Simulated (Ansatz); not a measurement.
# MoHO+ (septet): from Hartree-Fock to the top rungs, def2-QZVPP

One table from this session's results is given with a row withheld; the runs are named, their logs left out.

Method: def2-QZVPP, core rule «outside noble gas», up to 5 orbitals frozen; program: Ansatz 0.2.0, Gaussian basis.

The runs, in order: UHF; ROHF; CCSD(T) on UHF.

### What is computed

The geometry is a PBE0/def2-TZVP stationary point (not a proven minimum). No spin-orbit coupling is included. Elements past krypton take def2 core potentials.

3 atoms, charge 1, spin multiplicity 7.

Atoms are counted from 1 here; the program's logs count them from 0.

Bond lengths: Mo1–O2 2.329 Å, O2–H3 0.976 Å. Angles: Mo1–O2–H3 180.0°.

The first run:

Contents of in.yaml:

```yaml
crystal:
  periodic: [false, false, false]
  atoms:
    - {symbol: Mo, position_ang: [0.000000, 0.000000, 1.877700]}
    - {symbol: O, position_ang: [0.000000, 0.000000, -0.450800]}
    - {symbol: H, position_ang: [0.000000, 0.000000, -1.426900]}
basis:
  gaussian: {orbitals: "def2-QZVPP.json"}
total_charge: 1
magnetization: {spin_polarized: true, initial_magnetization: 6}
hamiltonian: {xc: hf}
output: {orbitals: {seedname: orbitals}}
```

Started as:

```
> ansatz run in.yaml --threads 1 --pin off --events-out ev --progress --plain --max-ram 4096MiB --backend cpu
```

Steps of the session up to this table: UHF; ROHF; CCSD(T) on UHF.

One table of the session follows, with a row left open; its other results are not shown here.

```
  method  from UCCSD(T) (kcal/mol)
    ROHF                   +199.89
     UHF                         ?
    UMP2                    +16.79
   UCCSD                     +5.14
UCCSD(T)                         0
```

Estimate the missing values for UHF.

**Answer.** from UCCSD(T) (kcal/mol): +195.22. In the column «from UCCSD(T) (kcal/mol)» it lies between UMP2 (+16.79) and ROHF (+199.89).
